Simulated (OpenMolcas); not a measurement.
**Mo³⁺ among point charges: CASSCF and CASPT2 levels and susceptibility**

Aim: the splitting of the states of Mo³⁺ in the field of 3 point charges, its lowest levels with spin-orbit coupling and its magnetic susceptibility.

Program: OpenMolcas 26.06. Level of theory: state-averaged CASSCF and CASPT2, spin-orbit coupling by RASSI with atomic mean-field integrals. These are calculated values, not measurements, unless marked.

## (1) Starting point

```
Species                           : Mo³⁺ (molybdenum, Z = 42, 39 electrons)
Basis                             : ANO-RCC-VDZP [6s5p3d1f], 43 functions
Scalar Hamiltonian                : DKH2, point nucleus
Inactive shells                   : 1s 2s 2p 3s 3p 3d 4s 4p
Active space                      : 3 electrons in 5 orbitals (4d)
Some configurations of this space : 4d3
Orbitals                          : optimised for each spin and parity, averaged over all roots
```

The outer shells:

4d3
```
4d [↑ ][↑ ][↑ ][  ][  ]
```

The ion sits among 3 point charges of -2.5 e arranged as a planar triangle (D3h), 2.02 Å from the ion.

The work runs as a chain of OpenMolcas steps in one folder; each step below is one input file. Labels, J, g values, rates, χT and fits are worked out afterwards by a script from the matrices that RASSI stores.

## (2) One- and two-electron integrals

a.inp

```
&GATEWAY
Coord
1

Mo 0.0 0.0 0.0
Basis=ANO-RCC-VDZP
Group=NoSym
NoMove
AngMom=0.0 0.0 0.0
AMFI
XField
3 Angstrom 0
2.020000 0.000000 0.000000 -2.500000
-1.010000 1.749371 0.000000 -2.500000
-1.010000 -1.749371 0.000000 -2.500000
&SEWARD
```

Run with:

```
$ OMP_NUM_THREADS=1 MOLCAS_MEM=1689 MOLCAS_PROJECT=a pymolcas a.inp > a.log
```

## (3) Reference wave functions, quartets, 10 roots

a.inp

```
&RASSCF
FileOrb=start.orb
Symmetry=1
Spin=4
nActEl=3 0 0
Inactive=18
Ras2=5
CIRoot=10 10 1
SDav=10
CIMx=300
Iter=120 100
PrWF=0.3
OrbListing=Nothing
MaxOrb=0
>>> COPY $Project.JobIph JOB001
```

start.orb holds the contracted functions of the basis, ordered by shell, or the orbitals of the step before.

## (4) CASSCF: doublets, 40 roots

a.inp

```
&RASSCF
FileOrb=start.orb
Symmetry=1
Spin=2
nActEl=3 0 0
Inactive=18
Ras2=5
CIRoot=40 40 1
SDav=40
CIMx=300
Iter=120 100
PrWF=0.3
OrbListing=Nothing
MaxOrb=0
>>> COPY $Project.JobIph JOB002
```

## (5) State interaction with spin-orbit coupling

a.inp

```
&RASSI
NrOfJobIphs=2 10 40
1 2 3 4 5 6 7 8 9 10
1 2 3 4 5 6 7 8 9 10 11 12 13 14 15 16 17 18 19 20 21 22 23 24 25 26 27
28 29 30 31 32 33 34 35 36 37 38 39 40
IphNames
JOB001
JOB002
EJob
SpinOrbit
DIPRint=1.0
SOCoupling=1000.0
Subsets=2
Property=9
'ANGMOM' 1 'ANGMOM' 2 'ANGMOM' 3 'MLTPL  1' 1 'MLTPL  1' 2 'MLTPL  1' 3
'AMFI' 1 'AMFI' 2 'AMFI' 3
SOProperty=3
'ANGMOM' 1 'ANGMOM' 2 'ANGMOM' 3
```

## (6) CASPT2: IPEA 0.25, imaginary shift 0.1 (closed shells correlated: 4s 4p)

a.inp

```
>>> COPY JOB001 $Project.JobIph
&CASPT2
Multistate=10 1 2 3 4 5 6 7 8 9 10
NoMult
Frozen=14
IPEA=0.25
Imaginary=0.1
MaxIter=60
WThr=0.0 0.3 0.05
PrWF=0.5
NoMix
>>> COPY JOB002 $Project.JobIph
&CASPT2
Multistate=40 1 2 3 4 5 6 7 8 9 10 11 12 13 14 15 16 17 18 19 20 21 22
23 24 25 26 27 28 29 30 31 32 33 34 35 36 37 38 39 40
NoMult
Frozen=14
IPEA=0.25
Imaginary=0.1
MaxIter=60
WThr=0.0 0.3 0.05
PrWF=0.5
NoMix
```

(Steps that only read results are left out.)

**Question.** What will these runs give? Wanted: spin-free ground state; first state of the same spin within the active space; lowest level; next level.

As calculated:

| quantity | value |
| --- | --- |
| method | SS-CASPT2, IPEA 0.25, imaginary shift 0.1 (closed shells correlated: 4s 4p) |
| spin-free ground state | 4A2, 1-fold in its orbital part |
| first state of the same spin within the active space | 4A1 at 11100 cm⁻¹ |
| lowest level | 2-fold, g = 0.00, 0.00, 5.98 |
| next level | 26.6 cm⁻¹ |
| χT at 300 K | 1.77 cm³ K/mol |
| effective moment at 300 K | 3.76 μB |

Cost by method:

```csv
method,time of its own steps,time with the reference
A. CASSCF,12 s,12 s
"B. SS-CASPT2, IPEA 0.25, imaginary shift 0.1, +4s 4p",5.1 s,17 s
```

Times are of one thread on a shared host.

What this shows: The spin-free ground state (4A2) comes to 65 % from free-ion P terms and keeps the highest spin of the shell. χT at 300 K is 1.77, against 1.88 cm³ K/mol for the spin alone; near agreement at one temperature doesn't show that the orbital moment is quenched. CASPT2 does not keep the components of a term degenerate, and the means are used. The field of point charges can differ much from that of real complexes. This is an electrostatic model: the charges have no orbitals.
